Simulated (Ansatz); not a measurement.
The system is AlO2.

```
Al O
1.0
     1.48816   -5.40283    0.00000
     1.48816    5.40283    0.00000
     0.00000    0.00000    3.64661
Al O
2 4
Direct
  0.66813 0.33187 0.75000
  0.33187 0.66813 0.25000
  0.06107 0.93893 0.75000
  0.93893 0.06107 0.25000
  0.29418 0.70582 0.75000
  0.70582 0.29418 0.25000
```

The cell comes from a database or a generator and needn't be the stable form of this composition.

```yaml
Program: Ansatz 0.2.0
Task: relaxation of cell and atoms
Functional: r2SCAN
Potentials_or_basis: Ansatz PAW
Cutoff: "500 eV (not typed: the program's choice for these potentials)"
k_mesh: 9 × 9 × 7
Occupations: fermi-dirac, width 0.05 eV
Spin: no spin polarisation
```

At the start: volume 9.77 Å³/atom.

Problem. How do energy, volume and symmetry change on relaxing?

Solution. It ends after 11 steps and the volume is 8.55 Å³/atom (-12.6 %); space group Cmcm (No. 63, to 0.05 Å).

The path:
```
step  energy change (eV)  largest force (eV/Å)  volume (Å³)
   1              0.0000                0.7859        58.64
   2             -0.4338                1.8829        54.79
   3             -0.7900                1.4090        51.58
   4             -0.9205                0.7398        49.83
   5             -0.9870                0.1423        51.45
   6             -0.9919                0.0878        51.28
   7             -0.9927                0.0258        51.23
   8             -0.9929                0.0014        51.25
   9             -0.9880                0.0016        51.25
  10             -0.9880                0.0013        51.27
  11             -0.9880                0.0013        51.27
```

Final structure:
```
CELL_PARAMETERS angstrom
1.45181 -4.91574 0.00000
1.45181 4.91574 0.00000
0.00000 0.00000 3.59212
ATOMIC_POSITIONS crystal
Al 0.66227 0.33773 0.75000
Al 0.33773 0.66227 0.25000
O 0.02881 0.97119 0.75000
O 0.97119 0.02881 0.25000
O 0.29511 0.70489 0.75000
O 0.70489 0.29511 0.25000
```

Caveat: the plane-wave basis is chosen anew once the cell has moved, so the energies of steps on either side of that aren't comparable; the PAW data sets come from PBE, with cores solved anew for the run's functional, which leaves a small shift of forces and pressure.
